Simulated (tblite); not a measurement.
# C5H9FSi: the cost of one run

Computed with tblite 0.8.0 and PySCF 2.14.0, with density-fitted response routines of our own, on a single molecule in the gas phase. Atoms are numbered from 0 throughout.

### 1 The starting structure

16 atoms, charge 0, multiplicity 1; geometry from: force field or distance geometry start.

Bonds of the start (Å): C0–C1 1.53, C1–C2 1.31, C2–Si3 1.88, Si3–F4 1.67, Si3–C5 1.91, C5–C6 1.52, C6–C1 1.44, C0–H7 1.08, C0–H8 1.11, C0–H9 1.11, C2–H10 1.08, Si3–H11 1.44, C5–H12 1.10, C5–H13 1.11, C6–H14 1.13, C6–H15 1.12.

### 2 Relaxing the molecule with GFN2-xTB

The job: settings as JSON, then the geometry in Å.

```
{"job": {"kind": "relax", "xc": "GFN2-xTB", "basis": "xTB"}, "charge": 0, "multiplicity": 1}
C      2.216300     0.382000     0.181200
C      0.701300     0.246300    -0.005800
C     -0.080900     1.279500     0.181600
Si    -1.828000     0.660100    -0.145300
F     -2.905200     1.231900     0.994600
C     -1.318100    -1.144700     0.216000
C      0.070900    -0.998000    -0.377000
H      2.634700    -0.617400     0.195700
H      2.670400     0.925400    -0.675200
H      2.450800     0.905100     1.131800
H      0.190500     2.294000     0.445800
H     -2.188600     0.856900    -1.523700
H     -1.970700    -1.840400    -0.326600
H     -1.271600    -1.321800     1.306500
H     -0.083900    -0.960100    -1.491400
H      0.704300    -1.890000    -0.119500
```

Run with:

```bash
> OMP_NUM_THREADS=1 python probes_run.py task.json out
```

One launch serves the whole session: the jobs run in the order shown.

**Question.** How long does this first job take on 1 thread of Arm Neoverse N1, shared host, and how much memory does it need?

About 1.3 s, with a peak of 0.18 GiB.
